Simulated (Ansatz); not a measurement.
# SnEtH3 (C₂H₈Sn): the relaxed shape and its frontier levels

What does SnEtH3 (C₂H₈Sn) look like as a singlet, and where do its frontier electrons sit?

Computed with Ansatz 0.2.0, Gaussian basis. Level: RKS PBE0-D4/def2-TZVP.

Levels to be run: relaxation at PBE0-D4/def2-SVP; a search for the lowest solution at PBE0-D4/def2-SVP; a single point at PBE0-D4/def2-TZVP; harmonic vibrations at PBE0-D4/def2-SVP.

1 further run of the same task is left out (set aside as unsound or not needed). Runs told in other sessions of the task aren't counted.

### 1 The system as given

11 atoms, charge 0, spin multiplicity 1.

Atoms are counted from 1 here; the program's logs count them from 0.

Bond lengths: Sn1–C2 2.168 Å, Sn1–H9 1.663 Å, Sn1–H10 1.663 Å, Sn1–H11 1.664 Å, C2–C3 1.516 Å, C2–H4 1.089 Å, C2–H5 1.089 Å, C3–H6 1.089 Å, C3–H7 1.087 Å, C3–H8 1.087 Å. Angles: C2–Sn1–H9 112.1°, C2–Sn1–H10 112.3°, C2–Sn1–H11 112.5°, H9–Sn1–H10 106.1°, H9–Sn1–H11 106.8°, H10–Sn1–H11 106.7°, Sn1–C2–C3 113.4°, Sn1–C2–H4 108.1°, Sn1–C2–H5 108.0°, C3–C2–H4 110.0°, C3–C2–H5 110.0°, H4–C2–H5 107.1°, C2–C3–H6 109.9°, C2–C3–H7 111.1°, C2–C3–H8 111.2°, H6–C3–H7 108.1°, H6–C3–H8 108.1°, H7–C3–H8 108.2°.

Sn takes a core potential in the def2 sets. No spin-orbit coupling is included.

The start is a GFN2-xTB geometry.

### 2 Relaxation at PBE0-D4/def2-SVP

Input file in.yaml:

```yaml
crystal:
  periodic: [false, false, false]
  atoms:
    - {symbol: Sn, position_ang: [-0.309560, -0.423850, -1.524430]}
    - {symbol: C, position_ang: [-0.282710, -0.405080, 0.643750]}
    - {symbol: C, position_ang: [0.528460, 0.735360, 1.226280]}
    - {symbol: H, position_ang: [0.116870, -1.358130, 0.986000]}
    - {symbol: H, position_ang: [-1.312100, -0.345770, 0.993120]}
    - {symbol: H, position_ang: [0.498700, 0.693790, 2.313780]}
    - {symbol: H, position_ang: [1.568190, 0.676350, 0.913600]}
    - {symbol: H, position_ang: [0.133630, 1.698840, 0.913700]}
    - {symbol: H, position_ang: [1.223450, -0.429190, -2.168730]}
    - {symbol: H, position_ang: [-1.070030, 0.913050, -2.156800]}
    - {symbol: H, position_ang: [-1.094910, -1.755380, -2.140270]}
basis:
  gaussian: {orbitals: def2-SVP}
hamiltonian: {xc: pbe0, dispersion: d4}
scf: {omitted_lower_state_checks: [starts]}
output: {orbitals: {seedname: orbitals}}
relax: {f_tol: 0.02, max_steps: 100}
```

The run is started by

```sh
> ansatz run in.yaml --threads 4 --pin off --events-out ev --progress --plain --max-ram 3916MiB
```

After this run come: Searching for the lowest solution, PBE0-D4/def2-SVP; Single point, PBE0-D4/def2-TZVP; Vibrations by finite differences.

**Question.** What will the summary of the whole plan be? Wanted: point group; C–Sn bond; HOMO, LUMO at PBE0-D4/def2-TZVP; dipole at PBE0-D4/def2-SVP; lowest, highest wavenumber.

As calculated:

```
                       quantity           value
                    point group              C1
                      C–Sn bond         2.163 Å
HOMO, LUMO at PBE0-D4/def2-TZVP  -7.80, 0.32 eV
     dipole at PBE0-D4/def2-SVP          0.91 D
     lowest, highest wavenumber   78, 3148 cm⁻¹
```

In words: The molecule keeps its bonding pattern by the stored test; the atoms moved 0.05 Å (rms). All wavenumbers are real: a minimum at this level. The point group is read from a loosely relaxed geometry; soft torsions can leave it below the true symmetry.
